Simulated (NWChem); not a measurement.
**CH5FOSi (SMILES C[SiH](O)F): LRC-wPBE/x2c-SVPall-2c (DKH3)**

Aim: the vertical singlet–triplet gap of CH5FOSi at LRC-wPBE/x2c-SVPall-2c (DKH3), from 2 runs. 

The results are computed with NWChem 7.3.0.

2 further runs of the same task are left out: 2 set aside as unsound or not needed.

## (1) The structure to begin with

CH5FOSi: 9 atoms, total charge 0, spin state singlet. SMILES: `C[SiH](O)F`. Geometry: relaxed at PBE0-D4/def2-TZVP. This is one conformer, not always the lowest.

Bond lengths: C1–Si2 1.851 Å, Si2–O3 1.634 Å, Si2–F4 1.601 Å, C1–H5 1.093 Å, C1–H6 1.093 Å, C1–H7 1.093 Å, Si2–H8 1.477 Å, O3–H9 0.958 Å. Some angles: C1–Si2–O3 113.2°, C1–Si2–F4 107.2°, O3–Si2–F4 109.7°, C1–Si2–H8 113.7°, O3–Si2–H8 105.4°, F4–Si2–H8 107.6°, Si2–C1–H5 110.5°, Si2–C1–H6 110.6°, Si2–C1–H7 111.4°, Si2–O3–H9 119.0°.

## (2) Energy and one-electron properties at LRC-wPBE/x2c-SVPall-2c (DKH3)

ch5fosi.xyz

```xyz
9

C     -1.059200     0.382700     0.202100
Si     0.598700    -0.059400    -0.491700
O      1.699800    -0.426000     0.658800
F      0.386100    -1.319200    -1.457200
H     -1.759300     0.624200    -0.601500
H     -0.982100     1.251700     0.860100
H     -1.484000    -0.445000     0.776700
H      1.214000     1.018000    -1.292600
H      1.474600    -1.073100     1.328200
```

ch5fosi.nw

```
start ch5fosi
memory total 2200 mb

geometry units angstroms noautoz
 load format xyz ch5fosi.xyz
end

basis spherical bse
 * library x2c-SVPall-2c
end

relativistic
 douglas-kroll dk3
end

dft
 xc xwpbe 1.00 cpbe96 1.0 hfexch 1.00
 cam 0.3 cam_alpha 0.00 cam_beta 1.00
 grid medium
 direct
 mulliken
 print medium
end

property
 electrondensity
 mulliken
 moldenfile
 molden_norm janpa
end

task dft property
```

Run with:

```
nwchem ch5fosi.nw > ch5fosi.out
```

The log of the run:

```text
[...]
          Wavefunction type:  closed shell.
          No. of atoms     :     9
          No. of electrons :    42
[...]
          Charge           :     0
          Spin multiplicity:     1
[...]
          AO basis - number of functions:    88
[...]
              XC Information
              --------------
                     Hartree-Fock (Exact) Exchange  1.000
                     LC-wPBE(h)Exchange Functional  1.000
            Perdew 1991 LDA Correlation Functional  1.000 local
           PerdewBurkeErnz. Correlation Functional  1.000 non-local
[...]
 d= 0,ls=0.0,diis     1   -505.9064463786 -6.89D+02  1.19D-02  8.98D-01     8.6
[...]
 d= 0,ls=0.0,diis     8   -505.9942575238  1.35D-08  5.72D-06  1.30D-06    44.0
         Total DFT energy =     -505.994257523776
      One electron energy =    -1064.471001258963
           Coulomb energy =      422.356215080715
    Exchange-Corr. energy =      -47.209680828486
 Nuclear repulsion energy =      183.330209482958
[...]
      Total Density - Mulliken Population Analysis
     ---------------------------------------------
    Atom       Charge   Shell Charges
 -----------   ------   -------------------------------------------------------
    1 C    6     6.37   1.98  0.86  0.27  2.16  1.08  0.01
    2 Si  14    13.24   2.00  1.98  0.96  0.07  0.10  5.82  1.22  0.62  0.48
    3 O    8     8.36   1.99  1.06  0.63  2.91  1.78  0.01
    4 F    9     9.31   1.99  1.11  0.79  3.36  2.05  0.00
    5 H    1     0.92   0.72  0.18  0.03
    6 H    1     0.93   0.72  0.18  0.02
    7 H    1     0.93   0.72  0.19  0.03
    8 H    1     1.12   0.75  0.37  0.01
    9 H    1     0.81   0.68  0.06  0.07
[...]
```

It took 45 s on 1 thread of Intel Xeon Platinum 8559C (Emerald Rapids), shared host; peak memory 0.12 GiB.

Atomic charges (e):

```
atom  Mulliken  Löwdin
  C1    -0.370  -0.280
 Si2    +0.764  +0.550
  O3    -0.364  -0.190
  F4    -0.311  -0.190
  H5    +0.077  +0.050
  H6    +0.075  +0.050
  H7    +0.067  +0.040
  H8    -0.124  -0.110
  H9    +0.186  +0.080
```

## (3) The triplet, same level

a.nw

```
start a
title "CH5FOSi"
memory 2200 mb
charge 0

geometry noautosym nocenter noautoz
   C       -1.059200       0.382700       0.202100
   Si       0.598700      -0.059400      -0.491700
   O        1.699800      -0.426000       0.658800
   F        0.386100      -1.319200      -1.457200
   H       -1.759300       0.624200      -0.601500
   H       -0.982100       1.251700       0.860100
   H       -1.484000      -0.445000       0.776700
   H        1.214000       1.018000      -1.292600
   H        1.474600      -1.073100       1.328200
end

basis spherical bse
   * library x2c-SVPall-2c
end

relativistic
   douglas-kroll dk3
end

dft
   xc xwpbe 1.00 cpbe96 1.0 hfexch 1.00
   cam 0.3 cam_alpha 0.00 cam_beta 1.00
   mult 3
   grid medium
   direct
   maxiter 150
   mulliken
end

property
   electrondensity
   mulliken
   moldenfile
   molden_norm janpa
end

task dft property
```

Run with:

```
nwchem a.nw > a.out
```

The log of the run:

```text
[...]
          Wavefunction type:  spin polarized.
          No. of atoms     :     9
          No. of electrons :    42
[...]
          Charge           :     0
          Spin multiplicity:     3
[...]
          AO basis - number of functions:    88
[...]
              XC Information
              --------------
                     Hartree-Fock (Exact) Exchange  1.000
                     LC-wPBE(h)Exchange Functional  1.000
            Perdew 1991 LDA Correlation Functional  1.000 local
           PerdewBurkeErnz. Correlation Functional  1.000 non-local
[...]
 d= 0,ls=0.0,diis     1   -505.5175342895 -6.89D+02  1.58D-02  2.92D-01     9.1
[...]
 d= 0,ls=0.0,diis    23   -505.6838181136 -2.29D-08  7.64D-06  5.02D-10   135.4
[...]
         Total DFT energy =     -505.683818113643
      One electron energy =    -1062.317729264471
           Coulomb energy =      420.379821540192
    Exchange-Corr. energy =      -47.076119872322
 Nuclear repulsion energy =      183.330209482958
[...]
      Total Density - Mulliken Population Analysis
     ---------------------------------------------
    Atom       Charge   Shell Charges
 -----------   ------   -------------------------------------------------------
    1 C    6     6.27   1.98  0.89  0.23  2.13  1.01  0.02
    2 Si  14    13.49   2.00  1.98  0.97  0.19  0.10  5.82  1.24  0.73  0.45
    3 O    8     7.83   1.99  1.15  0.47  2.78  1.44  0.01
    4 F    9     9.28   1.99  1.12  0.79  3.35  2.02  0.01
    5 H    1     0.91   0.72  0.17  0.03
    6 H    1     0.91   0.72  0.17  0.03
    7 H    1     0.90   0.71  0.16  0.02
    8 H    1     1.06   0.73  0.33  0.01
    9 H    1     1.36   0.64  0.66  0.06
[...]
      <S2> =      2.0062 (Exact =     2.0000)
[...]
```

Run time: 2.3 min. Hardware: 1 thread of Intel Xeon Platinum 8559C (Emerald Rapids), shared host; peak memory 0.26 GiB.

Atomic charges (e):

```csv
atom,Mulliken,Löwdin
C1,-0.266,-0.200
Si2,+0.515,+0.450
O3,+0.169,+0.180
F4,-0.276,-0.160
H5,+0.091,+0.060
H6,+0.093,+0.060
H7,+0.103,+0.060
H8,-0.065,-0.080
H9,-0.364,-0.350
```

## (4) Summary of results

At LRC-wPBE/x2c-SVPall-2c (DKH3):

| quantity | value |
| --- | --- |
| singlet: total energy | -505.99426 Eh |
| singlet: dipole moment | 2.19 D |
| singlet: HOMO energy | -10.86 eV |
| singlet: LUMO energy | 3.35 eV |
| singlet: HOMO–LUMO gap | 14.21 eV |
| triplet: total energy | -505.68382 Eh |
| triplet: dipole moment | 3.61 D |
| triplet: HOMO energy (highest over α and β) | -3.29 eV |
| triplet: ⟨S²⟩ | 2.006 |
| vertical energy of the triplet above the singlet | 8.447 eV |

At this shape the triplet lies 8.45 eV (815 kJ/mol) above the singlet. Mulliken charges (singlet) run from -0.37 on C1 to +0.76 on Si2; they depend strongly on the basis. Mulliken charges (triplet) run from -0.36 on H9 to +0.51 on Si2; they depend strongly on the basis.
